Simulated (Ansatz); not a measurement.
**HBr (hydrogen bromide) at BLYP/cc-pVTZ**

What is the electronic atomisation energy of HBr (hydrogen bromide) at BLYP/cc-pVTZ? 

The results are computed with Ansatz 0.2.0.

30 further runs of the same task are left out: 30 set aside as unsound or not needed.

**1. The molecule**

HBr has 2 atoms, charge 0, and is taken as a singlet. SMILES: `Br`. The shape is that of a PBE0-D4/def2-TZVP optimisation.

Bond lengths: Br1–H2 1.420 Å.

**2. The energy at BLYP/cc-pVTZ**

job.yaml reads:

```yaml
crystal:
  periodic: [false, false, false]
  atoms:
    - symbol: Br
      position_ang: [-0.603220, 0.217960, -0.305050]
    - symbol: H
      position_ang: [0.603220, -0.217960, 0.305050]
basis:
  gaussian:
    orbitals: cc-pVTZ
output: {orbitals: {seedname: orbitals}}
accuracy: high
hamiltonian:
  xc: {name: BLYP}
```

Command:

```console
ansatz run job.yaml --threads 1 --pin off --max-ram 3480MiB --events-out events.jsonl --progress --plain --runs-dir runs
```

The program printed:

```text
Warning: RAYON_NUM_THREADS=1 ignored (pool sized by the plan → 1); use --threads N
Functional definition: BLYP
  name "BLYP"
  parameter beta = 0.0042
  parameter a = 0.04918
  parameter b = 0.132
  parameter c = 0.2533
  parameter d = 0.349
  exchange = b88_x(beta = beta)
  correlation = lyp_c(a = a, b = b, c = c, d = d)
735 factors; integrals over basis functions are off by at most 4.3e-9 eV
mean field evaluation 1: about -70064.4545 eV, gradient 9.6e0 eV
mean field evaluation 2: about -70064.5359 eV, gradient 6.5e0 eV
mean field evaluation 4: about -70064.6608 eV, gradient 1.7e-1 eV
mean field evaluation 8: about -70064.6582 eV, gradient 1.5e-2 eV
mean field evaluation 16: about -70064.6582 eV, gradient 1.3e-6 eV
mean field -70064.65823971 eV, -2574.8286987783 hartree, gradient 4.2e-8 eV, S^2 0.000000; 0 other end points of the search recorded, 0 dependent functions left out
reference -70064.65827334 eV, -2574.8287000141 hartree; 18, 18 occupied and 39, 39 virtual orbitals, 735 factors
Total energy: -70064.65827334 eV, -2574.8287000141 hartree
```

Wall time 1.4 s (1 thread of Arm Neoverse V2, shared host); peak memory 0.097 GiB.

**3. The Br atom, same level**

run.yaml reads:

```yaml
crystal:
  periodic: [false, false, false]
  atoms:
    - {symbol: Br, position_ang: [0.000000, 0.000000, 0.000000]}
basis:
  gaussian:
    orbitals: cc-pVTZ
hamiltonian:
  xc: {name: BLYP}
magnetization:
  spin_polarized: true
  initial_magnetization: 1
accuracy: high
```

Command:

```console
ansatz run run.yaml --threads 1 --pin off --max-ram 3480MiB --events-out events.jsonl --progress --plain --runs-dir runs
```

The program printed, cut to the lines that bear on the results:

```text
Warning: RAYON_NUM_THREADS=1 ignored (pool sized by the plan → 1); use --threads N
[... 9 set-up lines as earlier in the session ...]
434 factors; integrals over basis functions are off by at most 3.5e-9 eV
mean field evaluation 1: about -70047.0312 eV, gradient 6.3e0 eV
mean field evaluation 2: about -70046.9003 eV, gradient 6.9e0 eV
mean field evaluation 4: about -70047.1322 eV, gradient 2.0e0 eV
mean field evaluation 8: about -70047.1550 eV, gradient 4.6e-2 eV
mean field evaluation 16: about -70047.1551 eV, gradient 2.5e-5 eV
mean field evaluation 32: about -70047.1551 eV, gradient 1.6e-8 eV
mean field -70047.15505087 eV, -2574.1854684524 hartree, gradient 1.5e-8 eV, S^2 0.751700; 2 other end points of the search recorded, 0 dependent functions left out
reference -70047.15508031 eV, -2574.1854695345 hartree; 18, 17 occupied and 25, 26 virtual orbitals, 434 factors
Total energy: -70047.15508031 eV, -2574.1854695345 hartree
```

Run time: 2.4 s. Hardware: 1 thread of Arm Neoverse V2, shared host; peak memory 0.094 GiB.

**4. The H atom, same level**

in.yaml reads:

```yaml
crystal:
  periodic: [false, false, false]
  atoms:
    - {symbol: H, position_ang: [0.000000, 0.000000, 0.000000]}
basis:
  gaussian: {orbitals: cc-pVTZ}
magnetization: {spin_polarized: true, initial_magnetization: 1}
hamiltonian: {xc: {name: BLYP}}
accuracy: high
```

Run the same way, it converges to -0.49756 Eh (log not shown).

**5. Results**

At BLYP/cc-pVTZ:

```
                     quantity           value
       molecule: total energy  -2574.82870 Eh
        molecule: HOMO energy        -7.26 eV
        molecule: LUMO energy        -1.17 eV
      molecule: HOMO–LUMO gap         6.09 eV
        Br atom: total energy  -2574.18547 Eh
                Br atom: ⟨S²⟩           0.752
         H atom: total energy     -0.49756 Eh
                 H atom: ⟨S²⟩           0.750
electronic atomisation energy        3.964 eV
```

Taking the molecule apart into free atoms costs 3.96 eV (91 kcal/mol), before zero-point energy and without spin-orbit coupling.
